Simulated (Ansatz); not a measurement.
# Ti2SeS: the cost of one run

Method: DFT PBE, scalar-relativistic, plane waves, PAW, unless a step names another level, in Ansatz 0.2.0.

9 further runs of the same task are left out: 1 that didn't finish, 8 set aside as unsound or not needed.

### 1 What the formula suggests

Pauling electronegativities: Ti 1.54, Se 2.55, S 2.58 (spread 1.04). The formula balances with common oxidation states: Ti +2, S -2, Se -2. Tabulated atomic sizes suggest about 19 Å³/atom. 26 candidates were drawn, by swapping species into database cells of other compounds, at random by space group and Wyckoff sites, or by hand, as the table says:

```csv
name,made from,space group no.,Wyckoff sites,atoms (primitive cell),V (Å³/atom)
c01,"built by hand: Rocksalt, anions ordered along 001",123,"Ti 1c, 1b; Se 1d; S 1a",4,19.1
c02,database cell of MgZnO2,166,Ti 6c; Se 3a; S 3b,4,16.3
c03,database cell of GaCuPt2,123,Ti 2e; Se 1c; S 1a,4,17.7
c04,random,139,"Ti 8i; Se 2b, 2a; S 4e",8,20.5
c05,random,129,"Ti 2c, 2c; Se 2b; S 2c",8,21.9
c06,database cell of ScAgSe2,164,Ti 2d; Se 1a; S 1b,4,18.4
c07,database cell of Na2LiN,191,Ti 2c; Se 1b; S 1a,4,18.7
c08,"built by hand: MnP-type, S/Se ordered",31,"Ti 2a, 2a; Se 2a; S 2a",8,19.1
c09,built by hand: TiP-type ordered (Ti2SC-like),194,Ti 4f; Se 2d; S 2a,8,19.1
c10,database cell of CuAgTe2,25,"Ti 1a, 1d; Se 1b; S 1c",4,20.2
c11,random,65,Ti 4k; Se 2a; S 2c,4,20.3
c12,"built by hand: Rocksalt, anions ordered along 111",166,Ti 6c; Se 3b; S 3a,4,19.1
c13,"built by hand: NiAs-type, S/Se layer ordered",187,Ti 2g; Se 1f; S 1c,4,19.1
c14,random,191,Ti 2d; Se 1b; S 1a,4,23.5
c15,database cell of PrGdZn2,123,Ti 2h; Se 1b; S 1a,4,22.4
c16,database cell of SnTe2Pb,123,"Ti 1b, 1c; Se 1a; S 1d",4,21.1
c17,random,183,Ti 2b; Se 1a; S 1a,4,21.8
c18,random,71,Ti 4h; Se 2a; S 2c,4,22.6
c19,random,123,Ti 2f; Se 1b; S 1a,4,24.5
c20,"built by hand: WC-type, S/Se layer ordered",187,Ti 2i; Se 1b; S 1a,4,19.1
c21,random,137,Ti 4d; Se 2b; S 2a,8,21.1
c22,random,191,"Ti 4h; Se 1a, 1b; S 2e",8,19.9
c23,random,139,Ti 4e; Se 2b; S 2a,4,22.9
c24,random,123,Ti 2g; Se 1c; S 1a,4,20.9
c25,database cell of SrTiN2,129,"Ti 2c, 2b; Se 2c; S 2c",8,18.0
c26,random,8,Ti 4b; Se 2a; S 2a,4,23.1
```

### 2 Screening run of c08

The input, input.yaml:

```yaml
crystal:
  lattice:
    - [3.65, 0.0, 0.0]
    - [0.0, 6.62, 0.0]
    - [0.0, 0.0, 6.32]
  atoms:
    - { symbol: Ti, position: [0.0, 0.255, 0.3], spin: 1.0 }
    - { symbol: Ti, position: [0.5, 0.245, 0.7], spin: 1.0 }
    - { symbol: Ti, position: [0.0, 0.755, 0.2], spin: 1.0 }
    - { symbol: Ti, position: [0.5, 0.745, 0.8], spin: 1.0 }
    - { symbol: Se, position: [0.0, 0.44, 0.93] }
    - { symbol: Se, position: [0.5, 0.56, 0.43] }
    - { symbol: S, position: [0.5, 0.06, 0.07] }
    - { symbol: S, position: [0.0, 0.94, 0.57] }
basis:
  ecutwfc: 420
kpoints:
  mp_grid: { grid: [3, 2, 2] }
hamiltonian:
  xc: pbe
scf:
  occupations: { method: gaussian, width: 0.15 }
  lower_state_search: "off"
output:
  forces: true
  stress: true
  eigenvalues: true
  populations: true
magnetization:
  spin_polarized: true
relax:
  adjacent_minimum: "off"
  f_tol: 0.08
  max_steps: 16
  cell: { stress_tol: 0.8 }
```

Run with:

```sh
> ansatz run input.yaml --threads 1 --pin off --max-ram 2560MiB --backend cpu --events-out ev --progress --plain --runs-dir out
```

What time and memory should one allow on 1 thread of Intel Xeon at 2.50GHz (Skylake/Cascade Lake), shared host?

About 3.5 min, with a peak of 0.5 GiB.
